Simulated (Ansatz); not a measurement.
# CaMn2Bi2: the cost of one run

Computed with Ansatz 0.2.0 (DFT PBE, scalar-relativistic, plane waves, PAW, unless a step's input says otherwise).

## 1. The starting structure

It takes space group P-3m1 (No. 164, trigonal). The conventional cell has a = 4.573 Å, b = 4.573 Å, c = 7.658 Å, α = 90.00°, β = 90.00°, γ = 120.00°. Ca (site symmetry -3m) has 6 Bi at 3.27 Å as nearest neighbours. Around Mn (site symmetry 3m) lie 4 Bi at 2.74 to 2.85 Å and 3 Mn at 3.12 Å. Around Bi (site symmetry 3m) lie 4 Mn at 2.74 to 2.85 Å.

Coordinates:

```xyz
5
Lattice="4.5726 0.0000 0.0000 -2.2863 3.9599 0.0000 0.0000 0.0000 7.6577" Properties=species:S:1:pos:R:3 pbc="T T T"
Ca    0.0000    0.0000    0.0000
Mn    2.2863    1.3200    4.6641
Mn    0.0000    2.6400    2.9936
Bi    2.2863    1.3200    1.9255
Bi    0.0000    2.6400    5.7322
```

This cell comes from an earlier session at PBE: 27.732 Å³/atom at 0.01 GPa, on a 10×10×6 mesh. The large moments point both ways and cancel.

Volume factors to run: 0.980, 1.020, 0.960, 1.040.

## 2. At 0.980 of the relaxed volume

input.yaml reads:

```yaml
crystal:
  lattice:
    - [4.5418623729, 0.0, 0.0]
    - [-2.2709311865, 3.9333681954, 0.0]
    - [0.0, 0.0, 7.6063175549]
  atoms:
    - { symbol: Ca, position: [0.0, 0.0, -5.467e-07] }
    - { symbol: Mn, position: [0.6666666667, 0.3333333333, 0.6090699531], spin: 4.36 }
    - { symbol: Mn, position: [0.3333333333, 0.6666666667, 0.3909302178], spin: -4.36 }
    - { symbol: Bi, position: [0.6666666667, 0.3333333333, 0.2514499132] }
    - { symbol: Bi, position: [0.3333333333, 0.6666666667, 0.7485504626] }
basis:
  ecutwfc: 420
  ecutrho_ratio: 4
kpoints:
  mp_grid: { grid: [10, 10, 6] }
hamiltonian:
  xc: pbe
scf:
  occupations: { method: gaussian, width: 0.05 }
output:
  forces: true
  stress: true
  eigenvalues: true
  populations: true
magnetization:
  spin_polarized: true
relax:
  f_tol: 0.01
  max_steps: 40
  cell: { stress_tol: 0.1, fix: [volume] }
```

The run is started by

```console
$ ansatz run input.yaml --threads 4 --pin off --max-ram 10240MiB --backend cpu --events-out ev --progress --plain --runs-dir out
```

Q: Estimate wall time and peak memory on 4 threads of Intel Xeon Platinum 8259CL at 2.50GHz (Skylake/Cascade Lake), shared host.

About 1.7 min, with a peak of 1.1 GiB.
